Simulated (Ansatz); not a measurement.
# Mo: an axial (c/a) deformation path

The task here is to estimate one member of a computed series from the others.

Computed with Ansatz 0.2.0 (DFT r2SCAN, scalar-relativistic, plane waves, PAW, unless a step's input says otherwise).

**Starting point**

It takes space group P6/mmm (No. 191, hexagonal). The conventional cell has a = 2.736 Å, b = 2.736 Å, c = 2.555 Å, α = 90.00°, β = 90.00°, γ = 120.00°. Mo (site symmetry 6/mmm) is surrounded by 8 Mo at 2.56 to 2.74 Å.

Structure file:

```
CELL_PARAMETERS angstrom
2.73551 0.00000 0.00000
-1.36776 2.36902 0.00000
0.00000 0.00000 2.55518
ATOMIC_POSITIONS crystal
Mo 0.00000 0.00000 0.50000
```

It goes back to an entry of the Materials Project, which need not be the stable form.

The cell is taken as given, not relaxed at this level.

**The reference cell**

The reference gives a free energy of -4966.6619 eV, pressure 0.42 GPa, largest force 0.000 eV/Å and gap on the mesh none (metal). It was computed beforehand with the settings of the runs below.

The first run:

At fixed volume and fractional coordinates, lengths along (0.000, 0.000, 1.000) are scaled against those across it; ρ is that ratio over its starting value.

The input, input.yaml:

```yaml
crystal:
  lattice:
    - [2.8877885796, 0.0, 0.0]
    - [-1.4438942898, 2.5008982707, 0.0]
    - [0.0, 0.0, 2.2928073694]
  atoms:
    - { symbol: Mo, position: [0.0, 0.0, 0.5] }
basis:
  ecutwfc: 500
kpoints:
  mp_grid: { grid: [24, 24, 20] }
hamiltonian:
  xc: r2scan
scf:
  occupations: { method: gaussian, width: 0.15 }
output:
  forces: true
  stress: true
  eigenvalues: true
```

On the command line:

```console
$ ansatz run input.yaml --threads 1 --pin off --max-ram 2560MiB --backend cpu --events-out ev --progress --plain --runs-dir out
```

Among the steps run: At ρ = 0.850; Point ρ = 1.200; ρ = 0.920; At ρ = 1.100; ρ = 0.960; At ρ = 1.050; At ρ = 0.800; At ρ = 1.300.

One table of the session follows, with a row left open; its other results are not shown here.

It belongs to the step «The scan collected». 

```
    ρ  ΔE (meV/atom)  pressure (GPa)
0.800          459.9            16.5
0.850          186.8             7.0
0.920              ?               ?
0.960           -0.8             0.0
1.000            0.0             0.4
1.050           45.0             2.2
1.100          133.4             4.7
1.200          361.5            10.8
1.300          650.9            20.5
```

**Question.** Estimate the row for ρ = 0.920.

Worked estimate for «ΔE (meV/atom)». A straight line through the neighbours (0.850, 186.8) and (0.960, -0.8) gives 186.8 + (-0.8 − 186.8) × (0.920 − 0.850) / (0.960 − 0.850) = 67.4; a parabola fitted to 4 rows on both sides gives 9.5.

**Answer.** ΔE (meV/atom): 32.2; pressure (GPa): 0.8. In «ΔE (meV/atom)» the line misses by +35.2 and the parabola by -22.7.
